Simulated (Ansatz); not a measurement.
Consider a convergence test of the plane-wave cutoff of TaN, space group P-6m2 (Ansatz 0.2.0, Python API).

Script `ecut_tan.py`:
```python
"""Cutoff test for TaN."""

import ansatz as az
import numpy as np

vectors = np.array([
    [2.938, 0.0, 0.0],
    [-1.469, 2.544383, 0.0],
    [0.0, 0.0, 2.883],
])
crystal = (
    az.Lattice.of(vectors)
    .atom("Ta", (1 / 3, 2 / 3, 0.5))
    .atom("N", (0.0, 0.0, 0.0))
)

calculation = (
    crystal.calculation()
    .functional("pbesol")
    .kpoints(12, 12, 10)  # sampling of the Brillouin zone
    .occupations(az.OccupationsMethod.METHFESSEL_PAXTON, width=0.05)
    .scf(tolerance=1e-09)
    .forces()
    .stress()  # positive in compression
)

rows = []
for value in [250, 300, 350, 400, 450, 500]:
    r = calculation.basis(value).run().report
    rows.append((value, r["free_energy_ev"] / len(r["lattice"]["sites"]), r["n_iterations"], sum(r["stress_gpa"][i][i] for i in range(3)) / 3, max(abs(f) for row in r["forces_ev_ang"] for f in row), r["n_pw"]))

print(" cutoff (eV)   F/atom (eV)    iterations       P (GPa)  max component (eV/A)   plane waves")
for row in rows:
    print(f"{str(row[0]):>12s}  {row[1]:12.5f}  {row[2]:12d}  {row[3]:12.3f}  {row[4]:20.4f}  {row[5]:12d}")

# the last row is the reference
for row in rows[:-1]:
    shift = 1000 * (row[1] - rows[-1][1])
    print(f"{row[0]}: {shift:+.2f} meV/atom" + ("  (within 1 meV)" if abs(shift) < 1 else ""))
```

How fast does the energy converge with the cutoff (threshold 1 meV an atom)?

From 450 eV on it stays within 1 meV an atom of the value at 500 eV; the first row (250 eV) is off by 574.9 meV and the last but one by 0.58 meV. The energy falls steadily, as expected when plane waves are added. The pressure moves from -6.15 to -4.86 GPa (the program's stress holds a Pulay correction, so it settles early).

The output:

```console
$ python ecut_tan.py
DeckWarning: basis.ecutwfc = 250 eV is below the records' recommended 420 eV, and the density's cutoff is lower with it unless basis.ecutrho_ratio is high enough to keep the records' density cutoff: compare with a run at a higher cutoff
DeckWarning: output.stress: scf.convergence.dr2_threshold = 1e-9 eV is looser than the 2e-10 eV advised for a printed stress (1e-10 eV for each atom of the cell: 2). What an SCF threshold leaves in a stress goes as its square root, and in the free energy as the threshold itself, and one threshold admits the most on a [...]
DeckWarning: basis.ecutwfc = 300 eV is below the records' recommended 420 eV, and the density's cutoff is lower with it unless basis.ecutrho_ratio is high enough to keep the records' density cutoff: compare with a run at a higher cutoff
DeckWarning: basis.ecutwfc = 350 eV is below the records' recommended 420 eV, and the density's cutoff is lower with it unless basis.ecutrho_ratio is high enough to keep the records' density cutoff: compare with a run at a higher cutoff
DeckWarning: basis.ecutwfc = 400 eV is below the records' recommended 420 eV, and the density's cutoff is lower with it unless basis.ecutrho_ratio is high enough to keep the records' density cutoff: compare with a run at a higher cutoff
 cutoff (eV)   F/atom (eV)    iterations       P (GPa)  max component (eV/A)   plane waves
         250   -5093.24757             7        -6.145                0.0000           199
         300   -5093.67366             7        -4.691                0.0000           243
         350   -5093.78821             6        -4.724                0.0000           315
         400   -5093.81656             6        -4.856                0.0000           405
         450   -5093.82188             6        -4.871                0.0000           441
         500   -5093.82246             6        -4.864                0.0000           551
250: +574.89 meV/atom
300: +148.79 meV/atom
350: +34.25 meV/atom
400: +5.89 meV/atom
450: +0.58 meV/atom  (within 1 meV)
```
(Warnings from the package without file and line, shortened.)

The run is spin-unpolarised. For a metal this k-point mesh is coarse: on a finer one energies can move by several to tens of meV an atom and pressures by half a GPa or more, differences at one mesh by less. Forces vanish by symmetry here and test nothing. Pressure is positive in compression. Spin-orbit coupling, which matters for elements this heavy, is left out. The starting cell is as deposited in a crystallographic database; the results hold for this polymorph, which needn't be the stable one. Shifts are counted from the last row, which is itself no proven limit. It ran for 18 s on 1 thread of Intel(R) Xeon(R) Processor @ 2.30GHz (shared host), peak memory 0.55 GiB.
